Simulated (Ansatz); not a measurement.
# C₂H₃BFN: ionisation energy by level of theory

One table from this session's results is given with a row withheld; the runs are named, their logs left out.

Computed with Ansatz 0.2.0, Gaussian basis. Level: unrestricted cation, the program's frozen cores in correlated methods.

The runs, in order: UKS PBE-D4/def2-TZVPP; UKS r2SCAN-D4/def2-TZVPP; UKS PBE0-D4/def2-TZVPP; UKS B3LYP-D4/def2-TZVPP; UKS wB97X-V/def2-TZVPP; UKS wB97M-V/def2-TZVPP; UKS B2PLYP/def2-TZVPP; UHF-MP2/def2-TZVPP; UHF-MP2/def2-QZVPP; then −ε(HOMO) from the neutral's earlier runs with LDA (SPW92), PBE-D4, revPBE-D4, BLYP-D4, r2SCAN-D4, B97M-V, PBE0-D4, B3LYP-D4, r2SCANh-D4, r2SCAN0-D4, HSE06-D4, BHLYP-D4, CAM-B3LYP-D4, LC-ωPBE, ωB97X-V, ωB97M-V.

1 further run of the same task is left out (it didn't finish).

## Structure used throughout

The geometry comes from an earlier relaxation with PBE0-D4 in a triple-zeta def2 set; it is a stationary point, not always the lowest conformer.

SMILES `FB1C=NC1`, 8 atoms, charge 0, spin multiplicity 1.

Atoms are counted from 1 here; the program's logs count them from 0.

Bond lengths: F1–B2 1.312 Å, B2–C3 1.553 Å, B2–C5 1.580 Å, C3–N4 1.291 Å, C3–H6 1.087 Å, N4–C5 1.510 Å, C5–H7 1.093 Å, C5–H8 1.090 Å. Angles: F1–B2–C3 135.6°, F1–B2–C5 135.3°, C3–B2–C5 86.1°, B2–C3–N4 90.7°, B2–C3–H6 145.8°, N4–C3–H6 122.6°, C3–N4–C5 99.2°, B2–C5–N4 82.2°, B2–C5–H7 120.5°, B2–C5–H8 118.9°, N4–C5–H7 113.0°, N4–C5–H8 110.1°, H7–C5–H8 109.0°.

Coordinates:

```xyz
8
charge 0, multiplicity 1
F     0.2132   -1.0073    1.9184
B    -0.0241   -0.3048    0.8362
C     0.3190    1.1285    0.3458
N     0.3039    0.7286   -0.8812
C    -0.3017   -0.6406   -0.6823
H     0.6565    2.1209    0.6339
H     0.2571   -1.4327   -1.1862
H    -1.3316   -0.6497   -1.0403
```

Set-up of the first run:

The input, in.yaml:

```yaml
crystal:
  periodic: [false, false, false]
  atoms:
    - {symbol: F, position_ang: [0.213159, -1.007260, 1.918416]}
    - {symbol: B, position_ang: [-0.024142, -0.304825, 0.836167]}
    - {symbol: C, position_ang: [0.319032, 1.128458, 0.345830]}
    - {symbol: N, position_ang: [0.303903, 0.728579, -0.881174]}
    - {symbol: C, position_ang: [-0.301671, -0.640555, -0.682292]}
    - {symbol: H, position_ang: [0.656468, 2.120930, 0.633910]}
    - {symbol: H, position_ang: [0.257089, -1.432686, -1.186244]}
    - {symbol: H, position_ang: [-1.331639, -0.649742, -1.040312]}
basis:
  gaussian: {orbitals: def2-TZVPP}
total_charge: 1
magnetization: {spin_polarized: true, initial_magnetization: 1}
hamiltonian: {xc: pbe, dispersion: d4}
```

Steps of the session up to this table: Cation, UKS PBE-D4/def2-TZVPP; Cation, UKS r2SCAN-D4/def2-TZVPP; Cation, UKS PBE0-D4/def2-TZVPP; Cation, UKS B3LYP-D4/def2-TZVPP; Cation, UKS wB97X-V/def2-TZVPP; Cation, UKS wB97M-V/def2-TZVPP; Cation, UKS B2PLYP (frozen core)/def2-TZVPP; Cation, UHF-MP2/def2-TZVPP; Cation, UHF-MP2/def2-QZVPP.

One table of the session follows, with a row left open; its other results are not shown here.

It belongs to the step «Ionisation energies side by side». Orbital estimates, from the neutral's runs:

```
  functional  −ε(HOMO) (eV)
 LDA (SPW92)           6.34
      PBE-D4           6.20
   revPBE-D4           6.14
     BLYP-D4           6.09
   r2SCAN-D4              ?
      B97M-V           6.59
     PBE0-D4           7.64
    B3LYP-D4           7.41
  r2SCANh-D4           7.01
  r2SCAN0-D4           7.83
    HSE06-D4           7.24
    BHLYP-D4           9.02
CAM-B3LYP-D4           9.07
     LC-ωPBE          10.42
     ωB97X-V          10.07
     ωB97M-V           9.98
```

Estimate the missing values for r2SCAN-D4.

Worked estimate for «−ε(HOMO) (eV)». Against the share of exact exchange, r2SCANh-D4 (0.1, 7.01), r2SCAN0-D4 (0.25, 7.83) give a slope of 5.47 per unit share; at 0 the line stands at 6.46.

As computed: −ε(HOMO) (eV): 6.47. In «−ε(HOMO) (eV)» the line misses by -0.01.
